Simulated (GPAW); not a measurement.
# Pb (P6_3/mmc) in GPAW: reference runs

Reference runs on Pb: the cell as given.

Everything below comes from runs of GPAW 26.7.0. Logs are shortened: lines on timing, memory, paths and dates and some standing lists are left out, and cuts for length are marked. The log counts tension as positive stress, the text compression.

**1. Starting point**

It takes space group P6_3/mmc (No. 194, hexagonal). Conventional cell: a = 3.524 Å, b = 3.524 Å, c = 11.495 Å, α = 90.00°, β = 90.00°, γ = 120.00°. Around Pb (site symmetry -6m2) lie 12 Pb at 3.52 Å. Pb (site symmetry -3m) has 12 Pb at 3.52 Å as nearest neighbours.

This isn't the form of Pb at room conditions, which is fcc.

**2. Single point, PBEsol**

Contents of run.py:

```python
from ase import Atoms
from ase.dft.bandgap import bandgap
from ase.io import write
from ase.units import Bohr, GPa
from gpaw import GPAW, PW, setup_paths
from gpaw.elf import elf_from_dft_calculation

setup_paths.insert(0, '.')

atoms = Atoms(['Pb', 'Pb', 'Pb', 'Pb'],
              cell=[[3.5243661423, 0.0, 0.0],
                    [-1.7621830712, 3.0521906115, 0.0],
                    [0.0, 0.0, 11.49524181]],
              scaled_positions=[[0.6666666667, 0.3333333333, 0.75],
                                [0.0, 0.0, 0.5],
                                [0.3333333333, 0.6666666667, 0.25],
                                [0.0, 0.0, 0.0]],
              pbc=True)

calc = GPAW(mode=PW(600),
            xc='PBEsol',
            kpts={'size': (9, 9, 3), 'gamma': True},
            occupations={'name': 'fermi-dirac', 'width': 0.05},
            nbands=43,
            convergence={'density': 1e-05, 'energy': 1e-05},
            maxiter=150,
            txt='gpaw.txt')
atoms.calc = calc
energy = atoms.get_potential_energy()
forces = atoms.get_forces()
stress = atoms.get_stress()
calc.write('gs.gpw')
write('result.traj', atoms)
print(f'Energy: {energy:.6f} eV')
print('Forces (eV/A):')
print(forces.round(4))
print('Stress (GPa):', (stress / GPa).round(3))
print('Fermi level:', round(calc.get_fermi_level(), 4), 'eV')
print(f'Gap: {bandgap(calc)[0]:.4f} eV, direct: {bandgap(calc, direct=True)[0]:.4f} eV')

# fields on the real-space grid
write('density.cube', atoms, data=calc.get_pseudo_density() * Bohr**3)
write('potential.cube', atoms, data=calc.get_electrostatic_potential())
write('elf.cube', atoms, data=elf_from_dft_calculation(calc).data)
```

Potentials or basis: PAW data sets generated in the run's folder for this functional, pw.

On the command line:

```console
$ gpaw-setup -f PBEsol Pb
$ OMP_NUM_THREADS=1 python run.py
```

gpaw.txt:

```text
__  _  _
 | _ |_)|_||  |
 |__||  | ||/\| - 26.7.0

Input parameters:
  mode=PW(ecut=600.0),
  convergence={'density': 1e-05, 'energy': 1e-05},
  kpts=MonkhorstPack(size=(9, 9, 3), gamma=True),
  maxiter=150,
  nbands=43,
  occupations=Occupations(name='fermi-dirac', width=0.05),
  xc=XC(name='PBEsol')

Diagonalizing LCAO Hamiltonian
Converting LCAO to pw mode

            Pb

       Pb

         Pb

       Pb

Atoms  # Å, Bohr magnetons
|   | symbol |         x |        y |        z |    initial magnetic moments |
|---|--------|-----------|----------|----------|-----------------------------|
| 0 |     Pb |  1.762183 | 1.017397 | 8.621431 | ( 0.0000,  0.0000,  0.0000) |
| 1 |     Pb |  0.000000 | 0.000000 | 5.747621 | ( 0.0000,  0.0000,  0.0000) |
| 2 |     Pb | -0.000000 | 2.034794 | 2.873810 | ( 0.0000,  0.0000,  0.0000) |
| 3 |     Pb |  0.000000 | 0.000000 | 0.000000 | ( 0.0000,  0.0000,  0.0000) |

Unit cell  # Å
| periodic |         x |        y |         z |   lengths |     angles |
|----------|-----------|----------|-----------|-----------|------------|
|      yes |  3.524366 | 0.000000 |  0.000000 |  3.524366 |  90.000000 |
|      yes | -1.762183 | 3.052191 |  0.000000 |  3.524366 |  90.000000 |
|      yes |  0.000000 | 0.000000 | 11.495242 | 11.495242 | 120.000000 |

Number of symmetries: 12
Symmetry operations  # r_c * U_cc + t_c -> r_c
|    | kind |            matrix            |
|----|------|------------------------------|
|  0 |  σ   |  1, 1, 0,  0,-1, 0,  0, 0, 1 |
|  1 |  S6  |  1, 1, 0, -1, 0, 0,  0, 0,-1 |
|  2 |  E   |  1, 0, 0,  0, 1, 0,  0, 0, 1 |
|  3 |  C2  |  1, 0, 0, -1,-1, 0,  0, 0,-1 |
|  4 |  C2  |  0, 1, 0,  1, 0, 0,  0, 0,-1 |
|  5 |  C3  |  0, 1, 0, -1,-1, 0,  0, 0, 1 |
|  6 |  S6  |  0,-1, 0,  1, 1, 0,  0, 0,-1 |
|  7 |  σ   |  0,-1, 0, -1, 0, 0,  0, 0, 1 |
|  8 |  σ   | -1, 0, 0,  1, 1, 0,  0, 0, 1 |
|  9 |  i   | -1, 0, 0,  0,-1, 0,  0, 0,-1 |
| 10 |  C3  | -1,-1, 0,  1, 0, 0,  0, 0, 1 |
| 11 |  C2  | -1,-1, 0,  0, 1, 0,  0, 0,-1 |

BZ-sampling:
  Number of BZ points: 243
  Number of IBZ points: 31

  Monkhorst-Pack size: [9, 9, 3]
  Monkhorst-Pack shift: [0, 0, 0]

K-points  # in reciprocal-cell coordinates
|     |                                coordinates |     weight |
|-----|--------------------------------------------|------------|
|   0 | (  0.00000000,   0.00000000,   0.00000000) | 0.00411523 |
|   1 | (  0.00000000,   0.00000000,   0.33333333) | 0.00823045 |
|   2 | (  0.11111111,   0.00000000,  -0.33333333) | 0.02469136 |
|   3 | (  0.11111111,   0.00000000,   0.00000000) | 0.02469136 |
|   4 | (  0.11111111,   0.00000000,   0.33333333) | 0.02469136 |
|   5 | (  0.22222222,  -0.11111111,   0.00000000) | 0.02469136 |
|   6 | (  0.22222222,  -0.11111111,   0.33333333) | 0.04938272 |
|   7 | (  0.22222222,   0.00000000,  -0.33333333) | 0.02469136 |
|   8 | (  0.22222222,   0.00000000,   0.00000000) | 0.02469136 |
|   9 | (  0.22222222,   0.00000000,   0.33333333) | 0.02469136 |
| ... |                                            |            |
|  30 | (  0.44444444,   0.44444444,   0.33333333) | 0.04938272 |

Plane wave coefficients: 4155
Cutoff: 600.0 eV

Spin-components: 1 (collinear spins)
Bands:           43
Projectors:      24
Spin-degeneracy: 2
Datatype:        complex128

Parallelization:
  kpt:    1
  domain: 1
  band:   1

Density:
  Valence electrons: 56.0
  Components: 1
  Grid points: [20 20 70]
  Charge: 0.0  # |e|

Potential:
  Grid points: [20 20 70]

species:
  Pb:
    name:    Lead
    Z:       82.0
    valence: 14
    core:    68
    charge:  0.0  # [|e|]
    compensation charges:
      type: gauss
      rc: 0.38  # [Å]
      lmax: 2
    cutoffs:
      filter: 2.36  # [Å]
      core: 2.43  # [Å]
    projectors
    | kind |    occ | energy [eV] | rcut [Å] |
    |------|--------|-------------|----------|
    |   6s |  2.000 |     -12.024 |    1.259 |
    |   6p |  2.000 |      -3.525 |    1.275 |
    |   5d | 10.000 |     -21.194 |    1.217 |
    |    s |        |      15.187 |    1.259 |
    |    p |        |      23.686 |    1.275 |
    |    d |        |       6.017 |    1.217 |

    Using partial waves for Pb as LCAO basis

Reference energy: -2268491.977042  # eV

eigensolver:
  PPCG
  Converge bands: occupied
  niter=2

density mixing:
  MSR1-Mixer
  Pratt-step length: 0.05
  Maximum mixing coefficient: 0.75
  Old densities: 10
  SVD Regularization: 0.005
  Good broyden scale: 1.0
  Trust region scale: 1.0
  Backstep threshold: 4.0
  History deletion threshold: 6.0
  Fourier metric: weight=20.0, sigma=0.015

occupation numbers:
  Fermi-Dirac:
    width: 0.0500  # eV

poisson solver:
  ecut: 4800.0  # eV

xc functional:
  name: PBEsol with 2 nearest neighbor stencil

convergence criteria:
- Maximum integral of absolute [dens]ity change: 1e-05 electrons / valence electron
- Maximum [total energy] change in last 3 cyles: 1e-05 eV / valence electron
- Maximum integral of absolute [eigenst]ate change: 4e-08 eV^2 / valence electron
maximum number of iterations: 150

SCF iterations
|iter     | |      energy | eigst |  dens |
|---------|-|-------------|-------|-------|
|iter:   1| |  -17.012033 | +0.14 |       |
|iter:   2| |  -17.057916 | -1.56 | -1.75 |
|iter:   3| |  -17.001102 | -2.24 | -1.79 |
|iter:   4| |  -17.011414 | -3.22 | -2.18 |
|iter:   5| |  -17.002107 | -3.58 | -2.32 |
|iter:   6| |  -16.997249 | -3.88 | -2.49 |
|iter:   7| |  -16.996920 | -4.96 | -3.06 |
|iter:   8| |  -16.996933c| -6.20 | -3.76 |
|iter:   9| |  -16.996936c| -6.83 | -4.13 |
|iter:  10| |  -16.996936c| -8.11c| -5.00c|

Converged in 10 steps
Energy contributions relative to reference atoms: (reference = -2268491.977042)

Energy contributions:
  Kinetic:          26.070142
  Coulomb:         -27.227537
  Zero:             -0.070023
  External:          0.000000
  Xc:              -15.764910
  Entropy:          -0.009218
  Spinorbit:         0.000000
  ----------------------------
  Free energy:     -17.001545
  Extrapolated:    -16.996936

dipole moment: (-14.902039, -25.811088, -48.605170)  # |e|*Ang

Fermi level: 7.183
Eigenvalues  # (at kpt = [0.000, 0.000, 0.000])
| band index |      eig [eV] | occ [0-2] |
|------------|---------------|-----------|
|          0 |        -9.806 |     2.000 |
|        ... |               |           |
|         17 |        -9.558 |     2.000 |
|         18 |        -9.510 |     2.000 |
|         19 |        -9.510 |     2.000 |
|         20 |        -4.359 |     2.000 |
|         21 |        -3.204 |     2.000 |
|         22 |        -3.160 |     2.000 |
[... 8 lines left out ...]
|         31 |        13.478 |     0.000 |
|         32 |        13.478 |     0.000 |
|        ... |               |           |
|         42 |        19.155 |     0.000 |

No gap
No difference between direct/indirect transitions

Forces  # eV/Ang
|        x |        y |        z |
|----------|----------|----------|
|  0.00000 | -0.00000 |  0.00034 |  # Pb   0
|  0.00000 |  0.00000 |  0.00000 |  # Pb   1
| -0.00000 |  0.00000 | -0.00034 |  # Pb   2
| -0.00000 |  0.00000 |  0.00000 |  # Pb   3

Stress tensor  # eV/Ang^3
|        x |        y |        z |
|----------|----------|----------|
| 0.011991 | 0.000000 | 0.000000 |
| 0.000000 | 0.011991 | 0.000000 |
| 0.000000 | 0.000000 | 0.008999 |

# Writing to gs.gpw (mode='')
```

Wall time 84 s (1 thread of Arm Neoverse V2, shared host); peak memory 0.28 GiB.

Results:

```yaml
Free_energy: -17.0015 eV
Pressure: -1.8 GPa
Band_gap_on_the_k_mesh: none (metal or under the smearing width)
```

Stress tensor (GPa, compression positive):
```
-1.92  0.00  0.00
 0.00 -1.92  0.00
 0.00  0.00 -1.44
```

Levels at points of the mesh, in eV from the Fermi level:
| k point | band 25 | band 26 | band 27 | band 28 | band 29 | band 30 | band 31 | band 32 |
| --- | --- | --- | --- | --- | --- | --- | --- | --- |
| (0.00, 0.00, 0.00) | -4.10 | 0.76 | 0.76 | 5.45 | 5.45 | 6.22 | 6.22 | 6.29 |

The run has no spin-orbit coupling, so splittings on Pb are missing.
